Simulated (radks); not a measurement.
**Mo⁺ in [Kr] 4d5: an all-electron calculation**

An exercise on one series of results from a longer session: the logs are not shown, and one member is left open.

Method: Dirac Kohn-Sham, PBE, spin-unpolarised, spherical densities, finite nucleus; open shells are shared between the two j in proportion to 2j + 1. Code: radks (a radial shooting solver on a logarithmic mesh, Libxc functionals) version 1.

**The atom as given**

| Item | Value |
| --- | --- |
| element | molybdenum (Z = 42) |
| charge | +1 |
| electrons | 41 |
| configuration | [Kr] 4d5 |
| nuclear rms radius | 4.4091 fm |

Outer shells as boxes (Hund's rule):

Mo⁺
```
[Kr] core
4d [↑ ][↑ ][↑ ][↑ ][↑ ]
```

Set-up of the first run:

Settings of this run:

```text
Z 42
configuration [Kr] 4d5
relativity Dirac
functional pbe,pbe
spin unpolarised
j_filling average
nucleus finite rms 4.4091 fm
c 137.035999084
```

Among the steps run: Self-consistent calculation.

One table of the session follows, with a row left open; its other results are not shown here.

It belongs to the step «Shells». Sizes of the orbitals, from the radial functions (bohr):

| level | <r> | outermost maximum (interpolated) | 90 % within | nodes |
| --- | --- | --- | --- | --- |
| 1s1/2 | 0.03517 | 0.0229 | 0.0630 | 0 |
| 2s1/2 | 0.1534 | 0.130 | 0.237 | 1 |
| 2p1/2 | 0.1308 | 0.101 | 0.214 | 0 |
| 2p3/2 | 0.1353 | 0.105 | 0.220 | 0 |
| 3s1/2 | 0.4287 | 0.384 | 0.634 | 2 |
| 3p1/2 | 0.4233 | 0.371 | 0.640 | 1 |
| 3p3/2 | 0.4339 | 0.380 | 0.656 | 1 |
| 3d3/2 | 0.4132 | 0.321 | 0.661 | 0 |
| 3d5/2 | ? | ? | ? | ? |
| 4s1/2 | 1.109 | 0.990 | 1.62 | 3 |
| 4p1/2 | 1.218 | 1.06 | 1.81 | 2 |
| 4p3/2 | 1.249 | 1.08 | 1.86 | 2 |
| 4d3/2 | 1.879 | 1.37 | 3.06 | 1 |
| 4d5/2 | 1.902 | 1.39 | 3.10 | 1 |

Estimate the missing values for 3d5/2.

The run gave: <r>: 0.4167; outermost maximum (interpolated): 0.324; 90 % within: 0.666; nodes: 0. In the column «<r>» it lies between 3d3/2 (0.4132) and 3p1/2 (0.4233).

Caveats from the session: Spin polarisation and multiplet splitting are left out.
